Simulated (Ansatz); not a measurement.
# C₂H₅ClSn: how energies converge with the basis set

An exercise on one series of results from a longer session: the logs are not shown, and one member is left open.

Program: Ansatz 0.2.0, Gaussian basis. Level of theory: one geometry, several basis sets. These are calculated values, not measurements.

Plan: PBE0-D4/def2-SVP; ωB97M-V/def2-SVP; PBE0-D4/def2-QZVPP; ωB97M-V/def2-QZVPP; the functionals' def2-TZVPP values are taken from earlier runs.

### The relaxed structure

All runs share one geometry, relaxed beforehand with PBE0-D4 in a triple-zeta def2 set. Sn takes the def2 core potential; no spin-orbit term is included.

SMILES `C=[CH][SnH2][Cl]`, 9 atoms, charge 0, spin multiplicity 1.

Atoms are counted from 1 here; the program's logs count them from 0.

Bond lengths: C1–C2 1.327 Å, C1–H5 1.087 Å, C1–H6 1.087 Å, C2–Sn3 2.113 Å, C2–H7 1.087 Å, Sn3–Cl4 2.341 Å, Sn3–H8 1.703 Å, Sn3–H9 1.704 Å. Angles: C2–C1–H5 121.7°, C2–C1–H6 122.5°, H5–C1–H6 115.8°, C1–C2–Sn3 121.6°, C1–C2–H7 119.7°, Sn3–C2–H7 118.7°, C2–Sn3–Cl4 107.2°, C2–Sn3–H8 114.2°, C2–Sn3–H9 110.2°, Cl4–Sn3–H8 104.7°, Cl4–Sn3–H9 106.6°, H8–Sn3–H9 113.3°.

Geometry (Å):

```
atom    x (Å)    y (Å)    z (Å)
  C1  -0.1138   1.5943  -0.5490
  C2   0.4320   0.3894  -0.6584
 Sn3   0.0367  -1.1360   0.7492
 Cl4  -1.0264  -2.8768  -0.3993
  H5   0.0888   2.3819  -1.2708
  H6  -0.7908   1.8570   0.2597
  H7   1.0976   0.1734  -1.4899
  H8   1.4313  -1.8488   1.4182
  H9  -1.0670  -0.5807   1.9232
```

Set-up of the first run:

Input file in.yaml:

```yaml
crystal:
  periodic: [false, false, false]
  atoms:
    - {symbol: C, position_ang: [-0.113796, 1.594324, -0.548981]}
    - {symbol: C, position_ang: [0.432036, 0.389403, -0.658432]}
    - {symbol: Sn, position_ang: [0.036684, -1.136038, 0.749205]}
    - {symbol: Cl, position_ang: [-1.026367, -2.876833, -0.399256]}
    - {symbol: H, position_ang: [0.088775, 2.381939, -1.270778]}
    - {symbol: H, position_ang: [-0.790804, 1.856982, 0.259677]}
    - {symbol: H, position_ang: [1.097579, 0.173433, -1.489915]}
    - {symbol: H, position_ang: [1.431290, -1.848819, 1.418192]}
    - {symbol: H, position_ang: [-1.066997, -0.580692, 1.923188]}
basis:
  gaussian: {orbitals: def2-SVP}
hamiltonian: {xc: pbe0, dispersion: d4}
output: {orbitals: {seedname: orbitals}}
```

Run with:

```bash
> ansatz run in.yaml --threads 4 --pin off --events-out ev --progress --plain --max-ram 10444MiB
```

Steps of the session up to this table: PBE0-D4 in def2-SVP; ωB97M-V in def2-SVP; PBE0-D4 in def2-QZVPP; ωB97M-V in def2-QZVPP.

One table of the session follows, with a row left open; its other results are not shown here.

It belongs to the step «Functionals by basis». 

```
functional       basis  HOMO (eV)
   PBE0-D4    def2-SVP      -8.14
   PBE0-D4  def2-TZVPP      -8.29
   PBE0-D4  def2-QZVPP          ?
   ωB97M-V    def2-SVP     -10.30
   ωB97M-V  def2-TZVPP     -10.48
   ωB97M-V  def2-QZVPP     -10.51
```

**Question.** Estimate the row for PBE0-D4, def2-QZVPP.

**Answer.** HOMO (eV): -8.31. In the column «HOMO (eV)» it lies between ωB97M-V, def2-SVP (-10.30) and PBE0-D4, def2-TZVPP (-8.29).
